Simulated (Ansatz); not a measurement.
# InB3As4: the cell at several levels of theory

Cell and atoms of InB3As4, ordered on the zincblende lattice (Pmm2) with 8 atoms a cell are relaxed in turn with PBE and r2SCAN. This is a trial cell built on a prototype, not taken from a measured structure, and it needn't be the compound's ground state.

Code: Ansatz 0.2.0. PAW datasets, plane waves, zero pressure. The structure was generated, not taken from experiment, and needn't be the ground state; spin polarisation is off.

**1. The system as given**

This is the cell as the run starts from it, not yet at rest; its lengths are not the crystal's.

The symmetry is Pmm2 (No. 25, orthorhombic); conventional cell a = 3.522 Å, b = 7.043 Å, c = 4.980 Å, 15.44 Å³ an atom. Near B stand 4 As at 2.16 Å; near As stand 3 B at 2.16 Å and 1 In at 2.16 Å; near As stand 4 B at 2.16 Å; near In stand 4 As at 2.16 Å.

The structure in full:

```
CELL_PARAMETERS angstrom
3.52163 0.00000 0.00000
0.00000 7.04326 0.00000
0.00000 0.00000 4.98034
ATOMIC_POSITIONS crystal
B 0.00000 0.75000 0.00000
As 0.50000 0.75000 0.25000
B 0.50000 0.00000 0.50000
As 0.00000 0.00000 0.75000
B 0.00000 0.25000 0.00000
As 0.50000 0.25000 0.25000
In 0.50000 0.50000 0.50000
As 0.00000 0.50000 0.75000
```

**2. PBE: cell and atoms**

Input file input.yaml:

```yaml
crystal:
  lattice:
    - [3.5216314032, 0.0, 0.0]
    - [0.0, 7.0432628064, 0.0]
    - [0.0, 0.0, 4.9803388921]
  atoms:
    - { symbol: B, position: [0.0, 0.75, 0.0] }
    - { symbol: As, position: [0.5, 0.75, 0.25] }
    - { symbol: B, position: [0.5, 0.0, 0.5] }
    - { symbol: As, position: [0.0, 0.0, 0.75] }
    - { symbol: B, position: [0.0, 0.25, 0.0] }
    - { symbol: As, position: [0.5, 0.25, 0.25] }
    - { symbol: In, position: [0.5, 0.5, 0.5] }
    - { symbol: As, position: [0.0, 0.5, 0.75] }
kpoints:
  mp_grid: { grid: [6, 4, 6] }
hamiltonian:
  xc: pbe
scf:
  occupations: { method: fermi_dirac, width: 0.02 }
relax:
  f_tol: 0.005
  cell: {}
```

The run is started by

```bash
$ ansatz run input.yaml --threads 4 --pin off --max-ram 6451MiB --backend cpu --events-out ev --progress --plain --runs-dir out
```

What it wrote:

```text
Warning: RAYON_NUM_THREADS=4 ignored (pool sized by the plan → 4); use --threads N
Engine: ansatz 0.2.0, aarch64-unknown-linux-gnu
Pseudopotentials: kind: paw
Pseudopotential: B, paw, valence charge 3, recommended cutoff 420 eV (normal), B.paw.azcp
Pseudopotential: As, paw, valence charge 15, recommended cutoff 420 eV (normal), As.paw.azcp
Pseudopotential: In, paw, valence charge 13, recommended cutoff 420 eV (normal), In.paw.azcp
Functional definition: PBE
  parameter kappa = 0.804
  parameter beta = 0.06672455060314922
  exchange = pbe_x(kappa = kappa, mu = beta*pi^2/3)
  correlation = pbe_c(beta = beta)
Crystal: 8 atoms, lattice volume = 123.531 Å³
Basis set: ecut = 420 eV, 2433 PW (Γ), exchange–correlation on 48×96×72 points (8 copies of the dense FFT grid, shifted against one another)
Bands: 50, of which v1, the nominal top of the filled ones, is band 41 counted from 1 (40 counted from 0)
Symmetry: 4 space group operations
Space group: Pmm2 (ITA 25), of the structure as read, at distance tolerance 5.0e-5 Å
k-points: 48 of 144 (time reversal used)
Non-local potential: B, projectors of the file, l = 0: 2, l = 1: 2, l = 2: 1
Non-local potential: As, projectors of the file, l = 0: 2, l = 1: 2, l = 2: 3, l = 3: 1
Non-local potential: In, projectors of the file, l = 0: 2, l = 1: 2, l = 2: 2, l = 3: 2
PAW form: soft (Blöchl's): semilocal exchange-correlation on the pseudo side does not see the compensation charge
PAW one-centre angular grid: B, 110 points (default); XC on 64 Gauss nodes
PAW one-centre angular grid: As, 590 points (default); XC on 64 Gauss nodes
PAW one-centre angular grid: In, 590 points (default); XC on 64 Gauss nodes
Initial density: superposition of atomic densities (neutral atoms: chi_scale 0, normalization atom), corrected by the library's trained network
Initial wavefunctions: pseudopotential atomic-orbital guess
Functional: x = pbe(κ = 0.804, μ = 0.2195149727645171), c = pbe(β = 0.06672455060314922)
SCF iter   1: F=—  HF=-25483.596261 eV  |F-HF|=—  |Δ(HF+E_count)|=         —  Δρ=1.82e-3  dr2=5.61e-3  ethr=1.77e-3  ⟨swp⟩=6.6  Hψ=9050  notcnv=0  defer=1
preconditioner: auto → Resta (q_TF=auto, 2.548 Å⁻¹)  ε∞=4.0  [insulator: Δε(μ)=0.759 eV  Ē_g=12.503 eV  σ=0.020 eV  W_gap=1.00  n_scr=38 (ndim 8)  ℏωp=21.7 eV  f_vac=0.005  D(μ)=0.00/eV (n_scr^D=0)  ε∞_Penn≈4.0]
SCF iter   2: F=—  HF=-25483.596851 eV  |F-HF|=—  |Δ(HF+E_count)|=   5.90e-4  Δρ=9.81e-4  dr2=1.15e-3  ethr=6.84e-6  ⟨swp⟩=2.0  Hψ=4056  notcnv=0  defer=151
SCF iter   3: F=—  HF=-25483.596897 eV  |F-HF|=—  |Δ(HF+E_count)|=   4.66e-5  Δρ=2.54e-4  dr2=8.08e-5  ethr=1.40e-6  ⟨swp⟩=2.0  Hψ=2939  notcnv=0  defer=151
SCF iter   4: F=—  HF=-25483.596960 eV  |F-HF|=—  |Δ(HF+E_count)|=   6.30e-5  Δρ=8.02e-5  dr2=8.48e-6  ethr=9.85e-8  ⟨swp⟩=2.0  Hψ=3256  notcnv=0  defer=151
SCF iter   5: F=—  HF=-25483.596965 eV  |F-HF|=—  |Δ(HF+E_count)|=   4.74e-6  Δρ=2.39e-5  dr2=9.61e-7  ethr=1.03e-8  ⟨swp⟩=2.0  Hψ=4199  notcnv=0  defer=151
SCF iter   6: F=—  HF=-25483.596965 eV  |F-HF|=—  |Δ(HF+E_count)|=   1.47e-7  Δρ=1.05e-5  dr2=1.38e-7  ethr=1.17e-9  ⟨swp⟩=2.0  Hψ=4216  notcnv=0  defer=151
SCF iter   7: F=-25483.596965 eV  HF=-25483.596965 eV  |F-HF|=7.84e-9  |Δ(HF+E_count)|=   1.28e-7  Δρ=3.29e-6  dr2=1.50e-8  ethr=1.22e-10  ⟨swp⟩=4.0  Hψ=8315  notcnv=0
SCF 1 converged in 7 iterations: F = -25483.596965 eV  dr2 = 1.50e-8
relax step   1: F+E_penalty+E_count = -25483.59696540 eV  Δ(F+E_penalty+E_count) = +0.000e0 eV  max|allowed force component| = 1.030e1 eV/Å  Δτ_max = 0.0000 Å  P = +26.390 GPa  Ω = 123.531 Å³  (7 SCF iters, dr2 threshold 1.00e-7 eV, accepted)
Crystal: 8 atoms, lattice volume = 129.649 Å³
Basis set: ecut = 420 eV, 2501 PW (Γ), exchange–correlation on 48×96×72 points (8 copies of the dense FFT grid, shifted against one another)
Initial density: handed on by an earlier stage of this run
Initial wavefunctions: those handed on with the density
iter 1 solved again at ethr=1.00e-4 eV; its pass at ethr=3.10e-3 eV (dr2=8.22e-2 eV) is discarded
SCF iter   1: F=—  HF=-25487.562026 eV  |F-HF|=—  |Δ(HF+E_count)|=         —  Δρ=1.07e-2  dr2=8.41e-2  ethr=1.00e-4  ⟨swp⟩=2.2  Hψ=11674  notcnv=0
preconditioner: auto → Resta (q_TF=auto, 2.528 Å⁻¹)  ε∞=4.1  [insulator: Δε(μ)=0.637 eV  Ē_g=12.071 eV  σ=0.020 eV  W_gap=1.00  n_scr=38 (ndim 8)  ℏωp=21.1 eV  f_vac=0.013  D(μ)=0.00/eV (n_scr^D=0)  ε∞_Penn≈4.1]
SCF iter   2: F=—  HF=-25487.558023 eV  |F-HF|=—  |Δ(HF+E_count)|=   4.00e-3  Δρ=6.01e-3  dr2=2.55e-2  ethr=1.00e-4  ⟨swp⟩=2.4  Hψ=2858  notcnv=0
SCF iter   3: F=—  HF=-25487.561222 eV  |F-HF|=—  |Δ(HF+E_count)|=   3.20e-3  Δρ=7.62e-4  dr2=6.67e-4  ethr=3.10e-5  ⟨swp⟩=3.1  Hψ=3687  notcnv=0
SCF iter   4: F=—  HF=-25487.561512 eV  |F-HF|=—  |Δ(HF+E_count)|=   2.90e-4  Δρ=2.60e-4  dr2=1.13e-4  ethr=8.13e-7  ⟨swp⟩=2.0  Hψ=4364  notcnv=0
SCF iter   5: F=—  HF=-25487.561545 eV  |F-HF|=—  |Δ(HF+E_count)|=   3.23e-5  Δρ=1.19e-4  dr2=2.43e-5  ethr=1.38e-7  ⟨swp⟩=2.0  Hψ=4365  notcnv=0
SCF iter   6: F=—  HF=-25487.561568 eV  |F-HF|=—  |Δ(HF+E_count)|=   2.30e-5  Δρ=3.29e-5  dr2=1.58e-6  ethr=2.96e-8  ⟨swp⟩=2.0  Hψ=3631  notcnv=0
SCF iter   7: F=-25487.561569 eV  HF=-25487.561569 eV  |F-HF|=2.16e-8  |Δ(HF+E_count)|=   1.63e-6  Δρ=6.87e-6  dr2=7.55e-8  ethr=9.76e-10  ⟨swp⟩=4.0  Hψ=8239  notcnv=0
SCF 2 converged in 7 iterations: F = -25487.561569 eV  dr2 = 7.55e-8
relax step   2: F+E_penalty+E_count = -25487.56156928 eV  Δ(F+E_penalty+E_count) = -3.965e0 eV  max|allowed force component| = 4.352e0 eV/Å  Δτ_max = 0.1949 Å  P = +9.921 GPa  Ω = 129.649 Å³  energy of the carried Pulay correction = -3.454e-3 eV  (7 SCF iters, dr2 threshold 8.00e-7 eV, accepted)
Crystal: 8 atoms, lattice volume = 133.771 Å³
Basis set: ecut = 420 eV, 2611 PW (Γ), exchange–correlation on 48×96×72 points (8 copies of the dense FFT grid, shifted against one another)
iter 1 solved again at ethr=1.22e-4 eV; its pass at ethr=3.10e-3 eV (dr2=1.00e-1 eV) is discarded
SCF iter   1: F=—  HF=-25488.637113 eV  |F-HF|=—  |Δ(HF+E_count)|=         —  Δρ=1.00e-2  dr2=1.01e-1  ethr=1.22e-4  ⟨swp⟩=2.4  Hψ=13291  notcnv=0
preconditioner: auto → LDOS  [metal: Δε(μ)=0.010 eV  Ē_g=11.708 eV  σ=0.020 eV  W_gap=0.13  n_scr=38 (ndim 8)  ℏωp=20.8 eV  f_vac=0.011  D(μ)=1.33/eV (n_scr^D=4)  β→1.0]
SCF iter   2: F=—  HF=-25488.641856 eV  |F-HF|=—  |Δ(HF+E_count)|=   4.74e-3  Δρ=3.88e-3  dr2=5.34e-2  ethr=1.22e-4  ⟨swp⟩=3.5  Hψ=4478  notcnv=0  defer=4
preconditioner: auto → Kerker (q_TF=auto, 2.515 Å⁻¹)  [metal: Δε(μ)=0.028 eV  Ē_g=11.700 eV  σ=0.020 eV  W_gap=0.33  n_scr=38 (ndim 8)  ℏωp=20.8 eV  f_vac=0.007  D(μ)=1.08/eV (n_scr^D=4)  β→0.5]
SCF iter   3: F=—  HF=-25488.628533 eV  |F-HF|=—  |Δ(HF+E_count)|=   1.33e-2  Δρ=1.67e-3  dr2=5.01e-3  ethr=6.51e-5  ⟨swp⟩=3.1  Hψ=3730  notcnv=0  defer=4
SCF iter   4: F=—  HF=-25488.628857 eV  |F-HF|=—  |Δ(HF+E_count)|=   3.24e-4  Δρ=3.64e-4  dr2=5.94e-4  ethr=6.11e-6  ⟨swp⟩=2.0  Hψ=4351  notcnv=0  defer=9
SCF iter   5: F=—  HF=-25488.628626 eV  |F-HF|=—  |Δ(HF+E_count)|=   2.31e-4  Δρ=2.59e-4  dr2=2.22e-4  ethr=7.24e-7  ⟨swp⟩=2.0  Hψ=4351  notcnv=0  defer=11
SCF iter   6: F=—  HF=-25488.628636 eV  |F-HF|=—  |Δ(HF+E_count)|=   1.01e-5  Δρ=8.21e-5  dr2=2.21e-5  ethr=2.70e-7  ⟨swp⟩=2.0  Hψ=2877  notcnv=0  defer=11
SCF iter   7: F=—  HF=-25488.628637 eV  |F-HF|=—  |Δ(HF+E_count)|=   1.60e-6  Δρ=3.26e-5  dr2=3.90e-6  ethr=2.70e-8  ⟨swp⟩=2.0  Hψ=4360  notcnv=0  defer=11
SCF iter   8: F=-25488.628636 eV  HF=-25488.628636 eV  |F-HF|=2.83e-7  |Δ(HF+E_count)|=   1.31e-6  Δρ=1.76e-5  dr2=7.51e-7  ethr=9.76e-10  ⟨swp⟩=5.0  Hψ=10317  notcnv=0
SCF 3 converged in 8 iterations: F = -25488.628636 eV  dr2 = 7.51e-7
relax step   3: F+E_penalty+E_count = -25488.62863579 eV  Δ(F+E_penalty+E_count) = -1.067e0 eV  max|allowed force component| = 9.819e-1 eV/Å  Δτ_max = 0.1968 Å  P = +2.666 GPa  Ω = 133.771 Å³  energy of the carried Pulay correction = -5.689e-3 eV  (8 SCF iters, dr2 threshold 8.00e-7 eV, accepted)
[... from here on, the SCF cycles and remarks between the steps are left out ...]
relax step   4: F+E_penalty+E_count = -25488.77697791 eV  Δ(F+E_penalty+E_count) = -1.483e-1 eV  max|allowed force component| = 2.346e-1 eV/Å  Δτ_max = 0.0557 Å  P = +0.722 GPa  Ω = 135.453 Å³  energy of the carried Pulay correction = -6.581e-3 eV  (6 SCF iters, dr2 threshold 8.00e-7 eV, accepted)
relax step   5: F+E_penalty+E_count = -25488.79643106 eV  Δ(F+E_penalty+E_count) = -1.945e-2 eV  max|allowed force component| = 8.415e-2 eV/Å  Δτ_max = 0.0221 Å  P = +0.118 GPa  Ω = 135.920 Å³  energy of the carried Pulay correction = -6.826e-3 eV  (6 SCF iters, dr2 threshold 8.00e-7 eV, accepted)
relax step   6: F+E_penalty+E_count = -25488.80145975 eV  Δ(F+E_penalty+E_count) = -5.029e-3 eV  max|allowed force component| = 1.581e-1 eV/Å  Δτ_max = 0.0262 Å  P = -0.254 GPa  Ω = 136.243 Å³  energy of the carried Pulay correction = -6.995e-3 eV  (7 SCF iters, dr2 threshold 8.00e-7 eV, accepted)
relax step   7: F+E_penalty+E_count = -25488.80298211 eV  Δ(F+E_penalty+E_count) = -1.522e-3 eV  max|allowed force component| = 5.207e-2 eV/Å  Δτ_max = 0.0204 Å  P = +0.154 GPa  Ω = 135.528 Å³  energy of the carried Pulay correction = -6.620e-3 eV  (5 SCF iters, dr2 threshold 8.00e-7 eV, accepted)
relax step   8: F+E_penalty+E_count = -25488.80380247 eV  Δ(F+E_penalty+E_count) = -8.204e-4 eV  max|allowed force component| = 1.737e-2 eV/Å  Δτ_max = 0.0098 Å  P = +0.023 GPa  Ω = 135.766 Å³  energy of the carried Pulay correction = -6.745e-3 eV  (6 SCF iters, dr2 threshold 3.11e-7 eV, accepted)
relax step   9: F+E_penalty+E_count = -25488.80384146 eV  Δ(F+E_penalty+E_count) = -3.899e-5 eV  max|allowed force component| = 9.867e-3 eV/Å  Δτ_max = 0.0015 Å  P = -0.030 GPa  Ω = 135.823 Å³  energy of the carried Pulay correction = -6.775e-3 eV  (5 SCF iters, dr2 threshold 3.09e-8 eV, accepted)
relax step  10: F+E_penalty+E_count = -25488.80387638 eV  Δ(F+E_penalty+E_count) = -3.492e-5 eV  max|allowed force component| = 2.776e-3 eV/Å  Δτ_max = 0.0009 Å  P = +0.002 GPa  Ω = 135.789 Å³  energy of the carried Pulay correction = -6.757e-3 eV  (6 SCF iters, dr2 threshold 6.08e-9 eV, accepted)
relax step  11: F+E_penalty+E_count = -25488.81265863 eV  Δ(F+E_penalty+E_count) = -8.782e-3 eV  max|allowed force component| = 3.033e-3 eV/Å  Δτ_max = 0.0000 Å  P = +0.053 GPa  Ω = 135.789 Å³  stress off target by 8.82e-2 GPa  SCF on the basis re-selected at this cell (its energy is not comparable with the rows above)  (7 SCF iters)
relax step  12: F+E_penalty+E_count = -25488.81265158 eV  Δ(F+E_penalty+E_count) = +7.048e-6 eV  max|allowed force component| = 1.141e-3 eV/Å  Δτ_max = 0.0006 Å  P = -0.002 GPa  Ω = 135.862 Å³  energy of the carried Pulay correction = -3.215e-5 eV  (5 SCF iters, dr2 threshold 1.94e-8 eV, accepted)
iter 1 solved again at ethr=2.26e-8 eV; its pass at ethr=3.10e-3 eV (dr2=1.86e-5 eV) is discarded
SCF iter   1: F=—  HF=-25488.812654 eV  |F-HF|=—  |Δ(HF+E_count)|=         —  Δρ=2.32e-6  dr2=7.86e-9  ethr=2.26e-8  ⟨swp⟩=3.2  Hψ=15234  notcnv=0
SCF iter   2: F=—  HF=-25488.812681 eV  |F-HF|=—  |Δ(HF+E_count)|=   2.69e-5  Δρ=1.51e-6  dr2=4.25e-9  ethr=9.58e-12  ⟨swp⟩=2.7  Hψ=4555  notcnv=0
SCF iter   3: F=—  HF=-25488.812681 eV  |F-HF|=—  |Δ(HF+E_count)|=   3.23e-9  Δρ=5.97e-7  dr2=9.07e-10  ethr=5.18e-12  ⟨swp⟩=2.0  Hψ=3647  notcnv=0
SCF iter   4: F=—  HF=-25488.812681 eV  |F-HF|=—  |Δ(HF+E_count)|=  1.46e-10  Δρ=3.94e-7  dr2=2.40e-10  ethr=1.11e-12  ⟨swp⟩=2.1  Hψ=4250  notcnv=0
SCF iter   5: F=-25488.812681 eV  HF=-25488.812681 eV  |F-HF|=3.64e-11  |Δ(HF+E_count)|=  4.73e-11  Δρ=1.16e-7  dr2=5.46e-11  ethr=1.00e-12  ⟨swp⟩=4.0  Hψ=7262  notcnv=0
SCF 13 converged in 5 iterations: F = -25488.812681 eV  dr2 = 5.46e-11
relax step  13: F+E_penalty+E_count = -25488.81268100 eV  Δ(F+E_penalty+E_count) = -2.942e-5 eV  max|allowed force component| = 1.132e-3 eV/Å  Δτ_max = 0.0000 Å  P = -0.002 GPa  Ω = 135.862 Å³  stress off target by 5.11e-3 GPa  SCF on the basis re-selected at this cell (its energy is not comparable with the rows above)  (5 SCF iters)
basis re-selected at this cell: Δ(F+E_penalty+E_count) = -2.942e-5 eV, ΔP = +0.000 GPa vs the last step (what re-selecting the basis moved, of the pressure what is left beyond the Pulay correction that the steps carried, after the strain that the cell walked since its last selection, with what the two solves' SCF thresholds leave and, on support functions, any second-order correction that the steps lacked; it is no measure of the basis error at this ecutwfc). This SCF's stress stands 5.11e-3 GPa from its target on what of the cell is left free (relax.cell.stress_tol is 5.00e-2 GPa) and its largest allowed force component is 1.13e-3 eV/Å (relax.f_tol is 5.00e-3 eV/Å): within both
SCF converged after 5 iterations
Free energy (F): -25488.812681 eV
Harris-Foulkes:  -25488.812681 eV  (|F-HF|=3.64e-11)
Internal energy: -25488.811432 eV  (E = F + TS)
E sigma→0 (E₀):  -25488.812057 eV
Entropy (-TS):   -0.001249 eV (-0.156 meV/atom)
Fermi energy:    10.824260 eV
--- Per-component energies (eV) ---
  E_band       = -941.057354
  E_kinetic    = 794.140199
  E_local      = -8247.566372  (includes V_loc(G=0)·N_el)
  E_nonlocal   = -2277.069323
  E_hartree    = 4353.788818
  E_xc         = -626.130084
  E_vxc        = -528.089278  (∫ρ·V_xc dr)
  E_paw        = -11735.447245  (= ΣΔE_a)
  E_vpaw       = 609.949442  (= ΣTr[D̂ρ^β])
  E_aug_tail   = 0.000051  (compensation charges beyond the density's cutoff)
  E_ewald      = -7750.527476
  E_smearing   = -0.001249  (= −TS)
  E_closure    = 0.000000  (closes the sum)
  Σ components = -25488.812681   (vs F -25488.812681, Δ=0.00e0)
--- Forces (eV/Å), atoms counted from 1 ---
  atom   1  B     -0.00000000    -0.00021387    -0.00005263
  atom   2  As    -0.00000000    -0.00113229    -0.00083408
  atom   3  B      0.00000000     0.00000000     0.00029400
  atom   4  As    -0.00000000     0.00000000     0.00079074
  atom   5  B     -0.00000000     0.00021387    -0.00005263
  atom   6  As    -0.00000000     0.00113229    -0.00083408
  atom   7  In    -0.00000000     0.00000000    -0.00039341
  atom   8  As     0.00000000     0.00000000     0.00108372
  max |Σ_I F_I| component: 1.61e-6 eV/Å
--- Stress (GPa, compression-positive) ---
       -0.001484      -0.000000      -0.000000
       -0.000000       0.000156      -0.000000
       -0.000000      -0.000000      -0.005111
  P = ⅓ Tr σ = -0.0021 GPa (-0.021 kbar)
--- Relaxed structure (11 steps of the walk, 11 accepted, 2 SCFs on fresh bases) ---
  F+E_penalty+E_count = -25488.81268100 eV   max|allowed force component| = 1.132e-3 eV/Å   (the final SCF, on the basis selected at the relaxed cell)
  cell:  # Å, volume = 135.8624 Å³
    - [3.519662614441338, 0.0, 0.0]
    - [0.0, 7.443701298312055, 0.0]
    - [0.0, 0.0, 5.185721577571601]
  atoms:
    - { symbol: B, position: [-8.438275840505327e-36, 0.7769336578871477, -0.003176406629538996] }
    - { symbol: As, position: [0.5, 0.7901829770387784, 0.22575228055701557] }
    - { symbol: B, position: [0.5, -4.613228946554472e-19, 0.4900372397748801] }
    - { symbol: As, position: [-2.4567132193876268e-36, -4.613228946554472e-19, 0.7263115037507654] }
    - { symbol: B, position: [-2.4567132193876268e-36, 0.22306634211285248, -0.003176406629538996] }
    - { symbol: As, position: [0.5, 0.20981702296122162, 0.22575228055701557] }
    - { symbol: In, position: [0.5, 0.5, 0.4895681426328908] }
    - { symbol: As, position: [-2.4567132193876268e-36, 0.5, 0.8489313659865108] }
```

Run time: 76 s. Hardware: 4 threads of Arm Neoverse V2, shared host; peak memory 0.58 GiB.

Step by step:

```tsv
step	energy change (meV/atom)	largest force (eV/Å)	pressure (GPa)	volume (Å³/atom)
1	0.0	10.3041	26.39	15.441
2	-495.6	4.3517	9.92	16.206
3	-629.0	0.9819	2.67	16.721
4	-647.5	0.2346	0.72	16.932
5	-649.9	0.0842	0.12	16.990
6	-650.6	0.1581	-0.25	17.030
7	-650.8	0.0521	0.15	16.941
8	-650.9	0.0174	0.02	16.971
9	-650.9	0.0099	-0.03	16.978
10	-650.9	0.0028	0.00	16.974
11	-652.0	0.0030	0.05	16.974
12	-652.0	0.0011	0.00	16.983
13	-652.0	0.0011	0.00	16.983
```

Step 11 solves the same cell on a plane-wave basis chosen anew, so the energy can jump there without a move.

The table lists every geometry solved, with passes on a fresh basis, whose energies don't compare exactly with the rows above.

```
                       before   after   change
                a (Å)   3.522   3.520  -0.06 %
                b (Å)   7.043   7.444  +5.69 %
                c (Å)   4.980   5.186  +4.12 %
     volume (Å³/atom)  15.441  16.983  +9.98 %
shortest distance (Å)   2.157   2.078  -3.65 %
          space group    Pmm2    Pmm2     same
```

**3. r2SCAN: cell and atoms**

It starts from the cell of step 2.

Input file input.yaml:

```yaml
crystal:
  lattice:
    - [3.5196626144, 0.0, 0.0]
    - [0.0, 7.4437012983, 0.0]
    - [0.0, 0.0, 5.1857215776]
  atoms:
    - { symbol: B, position: [0.0, 0.7769336579, -0.0031764066] }
    - { symbol: As, position: [0.5, 0.790182977, 0.2257522806] }
    - { symbol: B, position: [0.5, 0.0, 0.4900372398] }
    - { symbol: As, position: [0.0, 0.0, 0.7263115038] }
    - { symbol: B, position: [0.0, 0.2230663421, -0.0031764066] }
    - { symbol: As, position: [0.5, 0.209817023, 0.2257522806] }
    - { symbol: In, position: [0.5, 0.5, 0.4895681426] }
    - { symbol: As, position: [0.0, 0.5, 0.848931366] }
kpoints:
  mp_grid: { grid: [6, 4, 4] }
hamiltonian:
  xc: r2scan
scf:
  occupations: { method: fermi_dirac, width: 0.02 }
relax:
  f_tol: 0.005
  cell: {}
```

The run is started by

```bash
$ ansatz run input.yaml --threads 4 --pin off --max-ram 6451MiB --backend cpu --events-out ev --progress --plain --runs-dir out
```

What it wrote (excerpt; [...] marks lines left out):

```text
Warning: RAYON_NUM_THREADS=4 ignored (pool sized by the plan → 4); use --threads N
[...]
[... 1 set-up line as earlier in the session ...]
Pseudopotential: B, paw, valence charge 3, recommended cutoff 500 eV (meta_gga), B.paw.azcp
Pseudopotential: As, paw, valence charge 15, recommended cutoff 500 eV (meta_gga), As.paw.azcp
Pseudopotential: In, paw, valence charge 13, recommended cutoff 500 eV (meta_gga), In.paw.azcp
Functional definition: r2SCAN
[...]
Crystal: 8 atoms, lattice volume = 135.862 Å³
Basis set: ecut = 500 eV, 3461 PW (Γ), exchange–correlation on 108×240×160 points (64 copies of the dense FFT grid, shifted against one another)
Bands: 50, of which v1, the nominal top of the filled ones, is band 41 counted from 1 (40 counted from 0)
[... 1 set-up line as earlier in the session ...]
Space group: Pmm2 (ITA 25), of the structure as read, at distance tolerance 5.1e-5 Å
k-points: 36 of 96 (time reversal used)
[...]
  F+E_penalty+E_count = -25539.12791504 eV   max|allowed force component| = 3.096e-3 eV/Å   (the final SCF, on the basis selected at the relaxed cell)
  cell:  # Å, volume = 133.8804 Å³
    - [3.537342246566642, 1.948074207277753e-18, -5.6039905562798485e-33]
    - [4.119963784758992e-18, 7.332092141358209, 5.403038698485504e-33]
    - [-8.256681941465303e-33, 3.764075590962124e-33, 5.161928782464498]
  atoms:
    - { symbol: B, position: [3.279959345271943e-19, 0.7741398256622392, -0.0015188226451628981] }
    - { symbol: As, position: [0.5, 0.7879426182188983, 0.22584114950056527] }
    - { symbol: B, position: [0.5, -2.2872172804274063e-20, 0.4895648292418077] }
    - { symbol: As, position: [5.914079808016716e-34, -2.2872172804274057e-20, 0.7261353640528626] }
    - { symbol: B, position: [-3.279959345271922e-19, 0.22586017433776087, -0.0015188226451628981] }
    - { symbol: As, position: [0.5, 0.21205738178110148, 0.22584114950056527] }
    - { symbol: In, position: [0.5, 0.5, 0.49441951733625034] }
    - { symbol: As, position: [-5.86575814405424e-35, 0.5, 0.8412356358582742] }
```

It took 70 s on 4 threads of Arm Neoverse V2, shared host; peak memory 0.8 GiB.

Step by step:

```tsv
step	energy change (meV/atom)	largest force (eV/Å)	pressure (GPa)	volume (Å³/atom)
1	0.0	0.4216	-1.95	16.983
2	-3.2	0.2486	0.50	16.668
3	-3.9	0.0710	0.10	16.711
4	-4.0	0.0276	-0.01	16.731
5	-4.1	0.0280	0.02	16.731
6	-4.1	0.0031	0.00	16.735
7	-4.1	0.0031	0.00	16.735
```

The table lists every geometry solved, with passes on a fresh basis, whose energies don't compare exactly with the rows above.

```
                       before   after   change
                a (Å)   3.520   3.537  +0.50 %
                b (Å)   7.444   7.332  -1.50 %
                c (Å)   5.186   5.162  -0.46 %
     volume (Å³/atom)  16.983  16.735  -1.46 %
shortest distance (Å)   2.078   2.067  -0.54 %
          space group    Pmm2    Pmm2     same
```

**4. Results**

| level | a (Å) | b (Å) | c (Å) | volume (Å³/atom) | space group | SCF geometries |
| --- | --- | --- | --- | --- | --- | --- |
| PBE | 3.520 | 7.444 | 5.186 | 16.983 | Pmm2 | 13 |
| r2SCAN | 3.537 | 7.332 | 5.162 | 16.735 | Pmm2 | 7 |

The first relaxation changed the volume by +10.0 % from the start. The volume runs from r2SCAN (least) to PBE (most), a spread of 1.5 %, or 0.5 % in length if all axes shared it alike. The meshes differ: PBE 6×4×6, r2SCAN 6×4×4.
